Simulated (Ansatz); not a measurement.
**MoTe2 (Te2Mo-type): equation of state**

Aim: the bulk modulus of MoTe2 (Te2Mo-type) from energies at several volumes around the relaxed one, with shape and atoms relaxed at each.

Method: DFT PBE with spin–orbit coupling, plane waves, PAW, in Ansatz 0.2.0.

2 further runs of the same task are left out: 1 that didn't finish, 1 set aside as unsound or not needed. Runs told in other sessions of the task aren't counted.

### Step 1. Starting point

It takes space group P6_3/mmc (No. 194, hexagonal). Conventional cell: a = 3.559 Å, b = 3.559 Å, c = 15.170 Å, α = 90.00°, β = 90.00°, γ = 120.00°. Around Te (site symmetry 3m) lie 3 Mo at 2.74 Å. Around Mo (site symmetry -6m2) lie 6 Te at 2.74 Å.

Structure file:

```cif
data_structure
_symmetry_space_group_name_H-M 'P 1'
_symmetry_Int_Tables_number 1
_cell_length_a 3.5586
_cell_length_b 3.5586
_cell_length_c 15.1701
_cell_angle_alpha 90.000
_cell_angle_beta 90.000
_cell_angle_gamma 120.000
_cell_volume 166.37
loop_
_atom_site_label
_atom_site_type_symbol
_atom_site_fract_x
_atom_site_fract_y
_atom_site_fract_z
_atom_site_occupancy
Te1 Te 0.33333 0.66667 0.63078 1
Te2 Te 0.66667 0.33333 0.13078 1
Te3 Te 0.33333 0.66667 0.86922 1
Te4 Te 0.66667 0.33333 0.36922 1
Mo1 Mo 0.33333 0.66667 0.25000 1
Mo2 Mo 0.66667 0.33333 0.75000 1
```

This cell comes from an earlier session at PBE with spin–orbit coupling: 27.728 Å³/atom at 0.00 GPa, on a 8×8×2 mesh.

Volume factors to run: 0.980, 1.020, 0.960, 1.040, 1.070.

### Step 2. Scaling the volume by 0.980

File input.yaml:

```yaml
crystal:
  lattice:
    - [3.5346827487, 0.0, 0.0]
    - [-1.7673413744, 3.0611250547, 0.0]
    - [0.0, 0.0, 15.0682419708]
  atoms:
    - { symbol: Te, position: [0.3333333333, 0.6666666667, 0.6307825715] }
    - { symbol: Te, position: [0.6666666667, 0.3333333333, 0.1307825715] }
    - { symbol: Te, position: [0.3333333333, 0.6666666667, 0.8692174285] }
    - { symbol: Te, position: [0.6666666667, 0.3333333333, 0.3692174285] }
    - { symbol: Mo, position: [0.3333333333, 0.6666666667, 0.25], spin: 0.05, spin_axis: [0.0, 0.0, 1.0] }
    - { symbol: Mo, position: [0.6666666667, 0.3333333333, 0.75], spin: 0.05, spin_axis: [0.0, 0.0, 1.0] }
basis:
  ecutwfc: 420
  ecutrho_ratio: 4
kpoints:
  mp_grid: { grid: [8, 8, 2] }
hamiltonian:
  xc: pbe
scf:
  occupations: { method: gaussian, width: 0.05 }
output:
  forces: true
  stress: true
  eigenvalues: true
  populations: true
magnetization:
  noncollinear: true
  spin_orbit: true
relax:
  f_tol: 0.01
  max_steps: 40
  cell: { stress_tol: 0.1, fix: [volume] }
```

The run is started by

```sh
$ ansatz run input.yaml --threads 4 --pin off --max-ram 7168MiB --backend cpu --events-out ev --progress --plain --runs-dir out
```

Further steps of the session: Volume × 1.020; Scaling the volume by 0.960; Volume × 1.040; Scaling the volume by 1.070.

What does the calculation give? Wanted: fit.

The runs gave:

```
quantity                    value
     fit  poor, no modulus quoted
```

**Reading.** The points don't follow one smooth curve, or give an unlikely pressure derivative, as when the electronic state or the structure changes between volumes; no modulus is quoted. These are values at 0 K without zero-point motion. A run loses the moments it was seeded with; other starts can end magnetic. No dispersion term is included, so distances between weakly bound layers or units are the least certain numbers.
